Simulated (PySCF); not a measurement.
**C₅H₃FN₂S: a tour of settings**

Aim: see how C₅H₃FN₂S (`C=C(F)SC(C#N)C#N`) answers to the choice of functional, basis, grid and SCF options.

Computed with PySCF 2.14.0, with density-fitted response routines of our own, on a single molecule in the gas phase. Atoms count from 0, in the outputs and in this text.

## (1) Starting geometry

12 atoms, charge 0, multiplicity 1; geometry from: GFN2-xTB.

Bonds of the start (Å): C0–C1 1.32, C1–F2 1.34, C1–S3 1.78, S3–C4 1.86, C4–C5 1.44, C5–N6 1.14, C4–C7 1.44, C7–N8 1.14, C0–H9 1.07, C0–H10 1.07, C4–H11 1.10.

## (2) Shielding tensors: PBE0/pcSseg-1

What the job is given:

```
{"job": {"kind": "nmr", "xc": "PBE0", "basis": "pcSseg-1"}, "charge": 0, "multiplicity": 1}
C      2.131821     0.583037    -1.277613
C      0.992390     0.272648    -0.688683
F     -0.156744     0.173361    -1.365998
S      0.853292    -0.052021     1.051003
C     -0.969457    -0.378211     1.234845
C     -1.722143     0.801253     0.876436
N     -2.280818     1.754976     0.593574
C     -1.349890    -1.534111     0.456605
N     -1.611530    -2.454562    -0.164673
H      2.167888     0.765598    -2.335685
H      3.038691     0.657129    -0.709582
H     -1.092301    -0.589781     2.303744
```

Method: GIAO PBE0/pcSseg-1 NMR shielding, non-relativistic, gas phase.

Command:

```bash
> OMP_NUM_THREADS=1 python probes_run.py task.json out
```

This one command runs all jobs of the session in turn.

What it wrote:

```text
coarse grid: 12128 points
cycle   1  E = -798.9088730272  dE =  1.531e+00  |g| = 8.318e-01  |ddm| = 3.543e+00
cycle   2  E = -798.2450739659  dE =  6.638e-01  |g| = 1.922e+00  |ddm| = 2.200e+00
cycle   3  E = -799.0582795893  dE = -8.132e-01  |g| = 2.183e-01  |ddm| = 1.624e+00
cycle   4  E = -799.0655508268  dE = -7.271e-03  |g| = 9.280e-02  |ddm| = 1.753e-01
cycle   5  E = -799.0671669324  dE = -1.616e-03  |g| = 2.217e-02  |ddm| = 7.927e-02
cycle   6  E = -799.0672838664  dE = -1.169e-04  |g| = 6.882e-03  |ddm| = 2.503e-02
cycle   7  E = -799.0672929575  dE = -9.091e-06  |g| = 1.789e-03  |ddm| = 6.383e-03
final grid: 117496 points
cycle   8  E = -799.1288823675  dE = -2.985e-05  |g| = 7.323e-03  |ddm| = 2.932e-02
cycle   9  E = -799.1288744159  dE =  7.952e-06  |g| = 9.260e-03  |ddm| = 1.632e-02
cycle  10  E = -799.1288955017  dE = -2.109e-05  |g| = 1.039e-03  |ddm| = 9.604e-03
cycle  11  E = -799.1288956795  dE = -1.778e-07  |g| = 5.275e-04  |ddm| = 1.098e-03
cycle  12  E = -799.1288957356  dE = -5.617e-08  |g| = 1.754e-04  |ddm| = 4.581e-04
cycle  13  E = -799.1288957418  dE = -6.134e-09  |g| = 6.546e-05  |ddm| = 1.572e-04
cycle  14  E = -799.1288957428  dE = -1.015e-09  |g| = 7.961e-06  |ddm| = 6.015e-05
cycle  15  E = -799.1288957428  dE = -8.185e-12  |g| = 5.861e-06  |ddm| = 1.137e-05
converged SCF energy = -799.1288957428

GIAO shielding tensors (ppm)
atom      isotropic    diamagn.    paramagn.     s11        s22        s33       span
  0 C       91.088     255.220    -164.132    -11.769    122.405    162.629    174.398
  1 C       21.047     255.352    -234.305    -77.697     63.156     77.682    155.380
  2 F      254.765     478.028    -223.263    181.096    257.178    326.020    144.924
  3 S      324.691    1055.722    -731.031    128.306    288.154    557.613    429.307
  4 C      165.405     251.083     -85.677    162.423    162.941    170.853      8.430
  5 C       71.233     260.494    -189.261    -47.212    -35.019    295.931    343.143
  6 N      -47.802     338.389    -386.191   -215.222   -198.525    270.341    485.563
  7 C       71.229     260.500    -189.271    -47.096    -35.092    295.876    342.972
  8 N      -47.965     338.394    -386.359   -214.856   -199.643    270.605    485.461
  9 H       26.165      29.394      -3.229     22.391     24.334     31.771      9.380
 10 H       26.936      30.225      -3.290     24.179     25.009     31.619      7.440
 11 H       27.992      26.520       1.471     24.162     24.933     34.880     10.719
```

It took 28 s on 1 thread of Intel Xeon Platinum 8488C, shared host; peak memory 0.84 GiB.

The references, computed at this level on geometries of the same kind, shield at (ppm): ¹H TMS 31.72, ¹³C TMS 186.9, ¹⁹F CFCl3 170.9, ¹⁵N NH3 267.7, ³³S CS2 504. Their shielding less the atom's gives the shift. The references are single molecules in the gas phase, so shifts against H2O, NH3, PH3, H3PO4 or CFCl3 are not on the usual liquid scales and can be off by tens of ppm. Atoms listed in one row are averaged.

| atoms | environment | σ (ppm) | δ (ppm) | δ scaled to CDCl3 |
| --- | --- | --- | --- | --- |
| C1 | fully substituted alkene carbon | 21.0 | 165.9 | 155.6 |
| C5, C7 | nitrile carbon | 71.2 | 115.7 | 111.0 |
| C0 | terminal =CH2 carbon | 91.1 | 95.8 | 91.6 |
| C4 | sp3 CH bonded to S, α to a nitrile | 165.4 | 21.5 | 14.7 |
| H9 | hydrogen on a terminal =CH2 carbon | 26.17 | 5.55 | 5.34 |
| H10 | hydrogen on a terminal =CH2 carbon | 26.94 | 4.78 | 4.61 |
| H11 | hydrogen on an sp3 CH bonded to S, α to a nitrile | 27.99 | 3.73 | 3.62 |
| F2 | vinylic fluorine | 254.8 | -83.8 | – |
| S3 | sulfide sulfur | 325 | 179 | – |
| N6, N8 | nitrile nitrogen | -47.9 | 315.6 | – |

The scaled column applies a straight-line fit of computed shieldings to shifts measured in CDCl3, with any fitted terms for Cl, Br or S neighbours, and one for carbons that bear F (root-mean-square error 0.16 ppm for H, 1.9 ppm for C).

Charges from the same density, by scheme (e):

```
 atoms  Mulliken    IAO  Hirshfeld  ESP fit
    C0     -0.17  -0.39      -0.13    -0.65
    C1      0.09   0.18       0.07     0.29
    F2     -0.24  -0.24      -0.04    -0.07
    S3      0.19   0.19       0.08    -0.05
    C4     -0.44  -0.24       0.02    -0.43
C5, C7      0.21   0.14       0.07     0.43
N6, N8     -0.20  -0.19      -0.18    -0.41
```

Mayer bond orders: C0–C1 1.89, C1–F2 0.95, C1–S3 0.96, S3–C4 1.02, C4–C5 0.93, C5–N6 3.03, C4–C7 0.93, C7–N8 3.03.

## (3) Excited states and response: PBE0/def2-SVPD

Settings changed since step 2:

```diff
@@ -1,2 +1,2 @@
-{"job": {"kind": "nmr", "xc": "PBE0", "basis": "pcSseg-1"}, "charge": 0, "multiplicity": 1}
+{"job": {"kind": "uv", "xc": "PBE0", "basis": "def2-SVPD", "nstates": 6, "ntriplets": 2}, "charge": 0, "multiplicity": 1}
 C      2.131821     0.583037    -1.277613
```

Method: TDDFT PBE0/def2-SVPD, vertical, gas phase, core orbitals frozen in the response.

What it wrote:

```text
coarse grid: 12128 points
cycle   1  E = -798.5453680334  dE =  1.466e+00  |g| = 7.975e-01  |ddm| = 5.479e+00
cycle   2  E = -797.8967727856  dE =  6.486e-01  |g| = 1.871e+00  |ddm| = 4.072e+00
cycle   3  E = -798.6885407669  dE = -7.918e-01  |g| = 2.029e-01  |ddm| = 3.061e+00
cycle   4  E = -798.6951431965  dE = -6.602e-03  |g| = 8.715e-02  |ddm| = 2.695e-01
cycle   5  E = -798.6966291807  dE = -1.486e-03  |g| = 2.119e-02  |ddm| = 1.248e-01
cycle   6  E = -798.6967416633  dE = -1.125e-04  |g| = 6.575e-03  |ddm| = 3.839e-02
cycle   7  E = -798.6967504303  dE = -8.767e-06  |g| = 1.653e-03  |ddm| = 9.989e-03
final grid: 117496 points
cycle   8  E = -798.7852054786  dE = -2.441e-05  |g| = 7.271e-03  |ddm| = 8.956e-02
cycle   9  E = -798.7851970267  dE =  8.452e-06  |g| = 9.178e-03  |ddm| = 3.101e-02
cycle  10  E = -798.7852194876  dE = -2.246e-05  |g| = 6.831e-04  |ddm| = 1.750e-02
cycle  11  E = -798.7852195789  dE = -9.130e-08  |g| = 3.210e-04  |ddm| = 1.616e-03
cycle  12  E = -798.7852196030  dE = -2.415e-08  |g| = 1.041e-04  |ddm| = 4.918e-04
cycle  13  E = -798.7852196045  dE = -1.502e-09  |g| = 7.021e-05  |ddm| = 1.995e-04
cycle  14  E = -798.7852196056  dE = -1.104e-09  |g| = 8.421e-06  |ddm| = 1.019e-04
cycle  15  E = -798.7852196056  dE = -8.640e-12  |g| = 5.996e-06  |ddm| = 1.984e-05
converged SCF energy = -798.7852196056

Static polarisability (au): isotropic 86.343, principal 75.163 80.820 103.047

Singlet excitations
state   eV       nm        f      main configurations
  1   4.1524    298.6   0.00177   H->L 0.98
  2   5.8058    213.6   0.00238   H->L+2 0.86
  3   6.0582    204.7   0.00513   H->L+3 0.86
  4   6.1733    200.8   0.25961   H->L+1 0.89
  5   6.3730    194.5   0.00689   H-1->L 0.76, H->L+5 0.12
  6   6.5239    190.0   0.00022   H->L+5 0.48, H->L+4 0.25, H-1->L 0.21

Triplet excitations (Tamm-Dancoff, eV): 3.7068 4.0918
```

Run time: 39 s. Hardware: 1 thread of Intel Xeon Platinum 8488C, shared host; peak memory 0.82 GiB.

The orbitals next to the gap, with their largest atomic shares:

| orbital | eV | atoms |
| --- | --- | --- |
| HOMO−3 | -10.47 | N8 27 %, C7 20 %, S3 14 % |
| HOMO−2 | -10.09 | N8 21 %, N6 21 %, S3 18 % |
| HOMO−1 | -9.78 | S3 32 %, C1 23 %, F2 14 % |
| HOMO | -7.51 | S3 38 %, C0 27 %, C1 18 % |
| LUMO | -1.95 | S3 38 %, C4 18 %, N8 9 % |
| LUMO+1 | -0.64 | C1 31 %, C0 27 %, S3 14 % |
| LUMO+2 | -0.58 | S3 17 %, C4 15 %, H11 15 % |

With each of the 6 states as a Gaussian band of 0.4 eV half-width at 1/e, the curve within the window shown has maxima at 201 nm (ε 11,000) L/(mol cm). Beyond the last state computed it falls off for lack of states. The curve at chosen wavelengths:

```tsv
nm	ε (L/mol/cm)
182	835
189	4186
195	8703
202	10918
209	7868
215	4152
222	1410
229	363
235	97
242	18
249	4
255	4
262	9
269	19
276	34
282	49
289	63
296	71
302	71
309	64
316	52
322	41
329	29
336	19
342	13
349	8
```

Ground-state properties from the same run:

| property | computed |
| --- | --- |
| dipole moment (D) | 3.88 |
| polarisability (Å³) | 12.79 |
| HOMO–LUMO gap (eV) | 5.56 |
| −ε(HOMO) (eV) | 7.51 |

## (4) Excited states and response: KT2/def2-SVPD

Settings changed since step 3:

```diff
@@ -1,2 +1,2 @@
-{"job": {"kind": "uv", "xc": "PBE0", "basis": "def2-SVPD", "nstates": 6, "ntriplets": 2}, "charge": 0, "multiplicity": 1}
+{"job": {"kind": "uv", "xc": "KT2", "basis": "def2-SVPD", "nstates": 6, "ntriplets": 5, "tda": true}, "charge": 0, "multiplicity": 1}
 C      2.131821     0.583037    -1.277613
```

With the program's defaults for keys left out, this is: TDA KT2/def2-SVPD, vertical, gas phase, core orbitals frozen in the response.

What it wrote:

```text
coarse grid: 12128 points
cycle   1  E = -808.7511363861  dE =  1.352e+00  |g| = 8.450e-01  |ddm| = 5.739e+00
cycle   2  E = -807.5213113411  dE =  1.230e+00  |g| = 2.391e+00  |ddm| = 5.261e+00
cycle   3  E = -808.8770101480  dE = -1.356e+00  |g| = 4.078e-01  |ddm| = 4.404e+00
cycle   4  E = -808.9106825579  dE = -3.367e-02  |g| = 1.241e-01  |ddm| = 5.221e-01
cycle   5  E = -808.9133818742  dE = -2.699e-03  |g| = 4.847e-02  |ddm| = 2.191e-01
cycle   6  E = -808.9139804314  dE = -5.986e-04  |g| = 1.945e-02  |ddm| = 1.001e-01
cycle   7  E = -808.9140710344  dE = -9.060e-05  |g| = 3.545e-03  |ddm| = 2.869e-02
cycle   8  E = -808.9140740558  dE = -3.021e-06  |g| = 1.168e-03  |ddm| = 7.389e-03
final grid: 117496 points
cycle   9  E = -808.9971854221  dE = -2.622e-05  |g| = 2.876e-02  |ddm| = 2.875e-01
cycle  10  E = -808.9967636293  dE =  4.218e-04  |g| = 5.324e-02  |ddm| = 1.117e-01
cycle  11  E = -808.9973563937  dE = -5.928e-04  |g| = 6.954e-03  |ddm| = 6.717e-02
cycle  12  E = -808.9973666505  dE = -1.026e-05  |g| = 3.167e-03  |ddm| = 1.285e-02
cycle  13  E = -808.9973687758  dE = -2.125e-06  |g| = 7.526e-04  |ddm| = 4.794e-03
cycle  14  E = -808.9973689226  dE = -1.469e-07  |g| = 1.861e-04  |ddm| = 1.312e-03
cycle  15  E = -808.9973689302  dE = -7.540e-09  |g| = 7.245e-05  |ddm| = 3.468e-04
cycle  16  E = -808.9973689316  dE = -1.426e-09  |g| = 1.885e-05  |ddm| = 1.537e-04
cycle  17  E = -808.9973689317  dE = -8.254e-11  |g| = 8.014e-06  |ddm| = 4.107e-05
converged SCF energy = -808.9973689317

Static polarisability (au): isotropic 90.481, principal 78.362 84.836 108.244

Singlet excitations
state   eV       nm        f      main configurations
  1   3.5253    351.7   0.00214   H->L 0.99
  2   4.8137    257.6   0.00003   H->L+1 0.98
  3   5.1916    238.8   0.00617   H->L+3 0.99
  4   5.5420    223.7   0.00849   H-1->L 0.97
  5   5.5967    221.5   0.03845   H->L+4 0.65, H->L+2 0.28
  6   5.9407    208.7   0.07978   H->L+6 0.26, H->L+2 0.22, H-2->L 0.19

Triplet excitations (Tamm-Dancoff, eV): 3.2065 4.0739 4.7429 5.0155 5.1809
```

Wall time 42 s (1 thread of Intel Xeon Platinum 8488C, shared host); peak memory 0.74 GiB.

In short: HOMO -6.38 eV, LUMO -2.99 eV; lowest singlet 3.53 eV.

## (5) Nuclear shieldings: wB97X/def2-SVPD

Settings changed since step 4:

```diff
@@ -1,2 +1,2 @@
-{"job": {"kind": "uv", "xc": "KT2", "basis": "def2-SVPD", "nstates": 6, "ntriplets": 5, "tda": true}, "charge": 0, "multiplicity": 1}
+{"job": {"kind": "nmr", "xc": "wB97X", "basis": "def2-SVPD", "pop": false, "scf": {"conv": 1e-11}, "grid": 3}, "charge": 0, "multiplicity": 1}
 C      2.131821     0.583037    -1.277613
```

With the program's defaults for keys left out, this is: GIAO wB97X/def2-SVPD NMR shielding, non-relativistic, gas phase.

What it wrote:

```text
final grid: 160960 points
cycle   1  E = -799.0187386113  dE =  1.725e+00  |g| = 9.908e-01  |ddm| = 5.132e+00
cycle   2  E = -798.7670663844  dE =  2.517e-01  |g| = 1.545e+00  |ddm| = 3.424e+00
cycle   3  E = -799.2635747426  dE = -4.965e-01  |g| = 1.275e-01  |ddm| = 2.162e+00
cycle   4  E = -799.2660894402  dE = -2.515e-03  |g| = 7.804e-02  |ddm| = 2.918e-01
cycle   5  E = -799.2673692454  dE = -1.280e-03  |g| = 1.313e-02  |ddm| = 1.298e-01
cycle   6  E = -799.2674173859  dE = -4.814e-05  |g| = 4.942e-03  |ddm| = 3.747e-02
cycle   7  E = -799.2674253241  dE = -7.938e-06  |g| = 1.373e-03  |ddm| = 1.609e-02
cycle   8  E = -799.2674262372  dE = -9.132e-07  |g| = 6.718e-04  |ddm| = 5.468e-03
cycle   9  E = -799.2674263798  dE = -1.426e-07  |g| = 1.544e-04  |ddm| = 1.771e-03
cycle  10  E = -799.2674263967  dE = -1.681e-08  |g| = 5.070e-05  |ddm| = 6.790e-04
cycle  11  E = -799.2674263982  dE = -1.548e-09  |g| = 1.631e-05  |ddm| = 2.050e-04
cycle  12  E = -799.2674263984  dE = -1.457e-10  |g| = 8.485e-06  |ddm| = 6.808e-05
cycle  13  E = -799.2674263984  dE = -1.910e-11  |g| = 3.592e-06  |ddm| = 1.804e-05
cycle  14  E = -799.2674263984  dE = -5.912e-12  |g| = 1.211e-06  |ddm| = 9.089e-06
converged SCF energy = -799.2674263984

GIAO shielding tensors (ppm)
atom      isotropic    diamagn.    paramagn.     s11        s22        s33       span
  0 C      108.423     280.469    -172.046      9.748    135.903    179.619    169.872
  1 C       38.259     245.306    -207.048    -58.834     80.281     93.330    152.164
  2 F      290.537     478.018    -187.481    232.958    283.835    354.819    121.860
  3 S      408.350    1054.137    -645.787    228.142    361.168    635.741    407.599
  4 C      179.173     277.629     -98.456    175.202    177.055    185.261     10.059
  5 C       90.937     272.335    -181.399    -17.430     -6.092    296.333    313.763
  6 N       -8.822     307.775    -316.597   -159.692   -147.331    280.557    440.249
  7 C       90.860     271.987    -181.127    -17.313     -6.323    296.216    313.529
  8 N       -9.003     307.602    -316.605   -159.292   -148.233    280.516    439.808
  9 H       26.701      32.137      -5.436     23.140     25.348     31.615      8.475
 10 H       27.256      33.174      -5.919     24.725     25.408     31.634      6.909
 11 H       28.306      26.697       1.609     24.493     25.253     35.171     10.678
```

Run time: 58 s. Hardware: 1 thread of Intel Xeon Platinum 8488C, shared host; peak memory 1 GiB.

Key values: δ C1 158.2, C5 105.5, C0 88.0, C4 17.2, H9 5.28, H10 4.72 ppm (means over like atoms).

## (6) Shielding tensors: wB97X/pcSseg-1

Settings changed since step 5:

```diff
@@ -1,2 +1,2 @@
-{"job": {"kind": "nmr", "xc": "wB97X", "basis": "def2-SVPD", "pop": false, "scf": {"conv": 1e-11}, "grid": 3}, "charge": 0, "multiplicity": 1}
+{"job": {"kind": "nmr", "xc": "wB97X", "basis": "pcSseg-1", "pop": false, "scf": {"aux": "def2-universal-jkfit"}}, "charge": 0, "multiplicity": 1}
 C      2.131821     0.583037    -1.277613
```

Level: GIAO wB97X/pcSseg-1 NMR shielding, non-relativistic, gas phase.

What it wrote:

```text
final grid: 117496 points
cycle   1  E = -799.3617776713  dE =  1.786e+00  |g| = 1.021e+00  |ddm| = 3.451e+00
cycle   2  E = -799.1022454608  dE =  2.595e-01  |g| = 1.591e+00  |ddm| = 1.871e+00
cycle   3  E = -799.6119113012  dE = -5.097e-01  |g| = 1.328e-01  |ddm| = 1.106e+00
cycle   4  E = -799.6144189579  dE = -2.508e-03  |g| = 8.315e-02  |ddm| = 1.254e-01
cycle   5  E = -799.6157890696  dE = -1.370e-03  |g| = 1.313e-02  |ddm| = 7.445e-02
cycle   6  E = -799.6158363953  dE = -4.733e-05  |g| = 5.324e-03  |ddm| = 2.158e-02
cycle   7  E = -799.6158447718  dE = -8.377e-06  |g| = 1.394e-03  |ddm| = 8.354e-03
cycle   8  E = -799.6158456478  dE = -8.760e-07  |g| = 6.751e-04  |ddm| = 3.387e-03
cycle   9  E = -799.6158457795  dE = -1.317e-07  |g| = 1.458e-04  |ddm| = 1.022e-03
cycle  10  E = -799.6158457930  dE = -1.349e-08  |g| = 4.894e-05  |ddm| = 4.363e-04
cycle  11  E = -799.6158457941  dE = -1.165e-09  |g| = 1.552e-05  |ddm| = 1.277e-04
cycle  12  E = -799.6158457943  dE = -1.044e-10  |g| = 8.226e-06  |ddm| = 4.106e-05
converged SCF energy = -799.6158457943

GIAO shielding tensors (ppm)
atom      isotropic    diamagn.    paramagn.     s11        s22        s33       span
  0 C       91.199     255.635    -164.437    -15.647    124.172    165.071    180.718
  1 C       23.581     255.597    -232.016    -81.105     67.493     84.355    165.460
  2 F      269.872     478.664    -208.792    198.899    272.841    337.875    138.976
  3 S      336.430    1056.164    -719.734    123.323    299.389    586.579    463.256
  4 C      170.684     251.958     -81.274    167.054    169.766    175.231      8.177
  5 C       71.335     261.353    -190.018    -47.867    -36.139    298.010    345.877
  6 N      -40.715     339.262    -379.977   -207.107   -192.119    277.080    484.187
  7 C       71.328     261.335    -190.008    -47.726    -36.217    297.926    345.652
  8 N      -40.893     339.285    -380.178   -206.721   -193.090    277.131    483.851
  9 H       26.203      29.617      -3.414     22.349     24.342     31.918      9.569
 10 H       26.972      30.485      -3.513     24.148     25.025     31.742      7.594
 11 H       28.367      26.751       1.616     24.401     25.156     35.544     11.143
```

It took 29 s on 1 thread of Intel Xeon Platinum 8488C, shared host; peak memory 0.9 GiB.

This run: δ C1 166.0, C5 118.3, C0 98.4, C4 18.9, H9 5.61, H10 4.84 ppm (means over like atoms).

## (7) Run by run: NMR shifts

Shifts (ppm) of some atoms, chosen among heavy atoms and hydrogens apart, means over like atoms, with basis size and wall time:

```csv
run,C1,C5,C0,H9,H11,F2,N6,functions,time
PBE0/pcSseg-1,165.9,115.7,95.8,5.55,3.73,-83.8,315.6,175,28 s
wB97X/def2-SVPD,158.2,105.5,88.0,5.28,3.67,-74.4,279.2,214,58 s
wB97X/pcSseg-1,166.0,118.3,98.4,5.61,3.44,-79.2,309.4,175,29 s
```

## (8) Run by run: electronic excitations

Excitations and ground-state properties, with basis size and wall time:

| run | lowest singlet (eV) | brightest (eV) | f | gap (eV) | α (Å³) | μ (D) | functions | time |
| --- | --- | --- | --- | --- | --- | --- | --- | --- |
| PBE0/def2-SVPD | 4.15 | 6.17 | 0.260 | 5.56 | 12.79 | 3.88 | 214 | 39 s |
| KT2/def2-SVPD | 3.53 | 5.94 | 0.080 | 3.38 | 13.41 | 3.70 | 214 | 42 s |

## (9) Outcome

```
                                                               quantity                         value
¹³C shifts against TMS (PBE0/pcSseg-1, means over atoms taken as alike)  165.9, 115.7, 95.8, 21.5 ppm
                                  ¹H shifts against TMS (PBE0/pcSseg-1)          5.55, 4.78, 3.73 ppm
                               ¹⁹F shifts against CFCl3 (PBE0/pcSseg-1)                     -83.8 ppm
                                 ³³S shifts against CS2 (PBE0/pcSseg-1)                       179 ppm
¹⁵N shifts against NH3 (PBE0/pcSseg-1, means over atoms taken as alike)                     315.6 ppm
                                        lowest singlet (PBE0/def2-SVPD)   4.15 eV (299 nm), f = 0.002
                               brightest single state of those computed   state 4, 6.17 eV, f = 0.260
                                                         lowest triplet                       3.71 eV
                                               range of the shift of N6            279.2 to 315.6 ppm
                                            range of the lowest singlet               3.53 to 4.15 eV
```

In words: Single values in the summary come from the first run of each kind that ended normally (PBE0/pcSseg-1; PBE0/def2-SVPD), which need not be the best level. At PBE0/pcSseg-1: The largest span, 486 ppm, is at N6, N8, where the paramagnetic term is -386 ppm. The first singlet state (HOMO→LUMO 0.98) lies at 4.15 eV and is weak; of the 6 states computed, the strongest absorption comes from state 4 at 6.17 eV. The lowest triplet lies 0.45 eV below the lowest singlet (triplets in Tamm-Dancoff, singlets in full TDDFT). Among the atoms with a shift in every run: Across the 3 runs the shift of N6 (with its like atoms) moves most, between 279.2 (wB97X/def2-SVPD) and 315.6 ppm (PBE0/pcSseg-1). The lowest singlet runs from 3.53 eV (KT2/def2-SVPD) to 4.15 eV (PBE0/def2-SVPD), while the orbital gap spans 3.38 to 5.56 eV: the excitation energy moves far less from run to run than the orbital gap does. The lowest state need not be the same one in every run.
